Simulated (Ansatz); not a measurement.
**C₂H₃Cl₂F₃OSn: small, medium and large basis sets**

How large a basis does C₂H₃Cl₂F₃OSn need? Two functionals are run in growing sets.

Method: one geometry, several basis sets; program: Ansatz 0.2.0, Gaussian basis.

Levels to be run: PBE0-D4/def2-SVP; ωB97M-V/def2-SVP; PBE0-D4/def2-QZVPP; ωB97M-V/def2-QZVPP; the functionals' def2-TZVPP values are taken from earlier runs.

1 further run of the same task is left out (it didn't finish).

### 1 The relaxed structure

The geometry comes from an earlier relaxation with PBE0-D4 in a triple-zeta def2 set; it is a stationary point, not always the lowest conformer. Sn takes the def2 core potential; no spin-orbit term is included.

SMILES `[CH3][Sn]([Cl])([Cl])[O]C(F)(F)F`, 12 atoms, charge 0, spin multiplicity 1.

Atoms are counted from 1 here; the program's logs count them from 0.

Bond lengths: C1–Sn2 2.109 Å, C1–H10 1.089 Å, C1–H11 1.089 Å, C1–H12 1.089 Å, Sn2–Cl3 2.298 Å, Sn2–Cl4 2.295 Å, Sn2–O5 1.995 Å, O5–C6 1.315 Å, C6–F7 1.351 Å, C6–F8 1.359 Å, C6–F9 1.326 Å. Angles: Sn2–C1–H10 108.1°, Sn2–C1–H11 108.7°, Sn2–C1–H12 108.1°, H10–C1–H11 110.7°, H10–C1–H12 110.5°, H11–C1–H12 110.7°, C1–Sn2–Cl3 115.0°, C1–Sn2–Cl4 115.2°, C1–Sn2–O5 112.0°, Cl3–Sn2–Cl4 107.6°, Cl3–Sn2–O5 104.5°, Cl4–Sn2–O5 101.1°, Sn2–O5–C6 121.0°, O5–C6–F7 112.6°, O5–C6–F8 112.3°, O5–C6–F9 111.3°, F7–C6–F8 105.4°, F7–C6–F9 107.4° and more.

### 2 PBE0-D4 in def2-SVP

in.yaml

```yaml
crystal:
  periodic: [false, false, false]
  atoms:
    - {symbol: C, position_ang: [-1.090022, -1.394918, 0.494147]}
    - {symbol: Sn, position_ang: [-0.274124, 0.449971, 1.109117]}
    - {symbol: Cl, position_ang: [-1.761871, 2.199752, 1.169347]}
    - {symbol: Cl, position_ang: [0.829645, 0.408954, 3.121162]}
    - {symbol: O, position_ang: [1.177254, 1.069793, -0.111824]}
    - {symbol: C, position_ang: [1.212350, 0.688570, -1.369435]}
    - {symbol: F, position_ang: [1.625185, -0.589324, -1.513232]}
    - {symbol: F, position_ang: [-0.010627, 0.741323, -1.959409]}
    - {symbol: F, position_ang: [2.030290, 1.451793, -2.081598]}
    - {symbol: H, position_ang: [-0.272930, -2.105257, 0.378702]}
    - {symbol: H, position_ang: [-1.791271, -1.736422, 1.253521]}
    - {symbol: H, position_ang: [-1.596977, -1.239435, -0.456598]}
basis:
  gaussian: {orbitals: def2-SVP}
hamiltonian: {xc: pbe0, dispersion: d4}
output: {orbitals: {seedname: orbitals}}
```

After this run come: ωB97M-V in def2-SVP; PBE0-D4 in def2-QZVPP; ωB97M-V in def2-QZVPP.

**Question.** What will the summary of the whole plan be? Wanted: PBE0-D4: double and triple zeta above quadruple; ωB97M-V: double and triple zeta above quadruple.

**Answer**, as computed:

| quantity | value |
| --- | --- |
| PBE0-D4: double and triple zeta above quadruple | 25.19, 1.43 eV |
| ωB97M-V: double and triple zeta above quadruple | 25.34, 1.36 eV |

PBE0-D4 gains 23.75 eV from double to triple zeta, then 1.43 eV more. Total energies overstate the basis error of differences, where much of it tends to cancel.
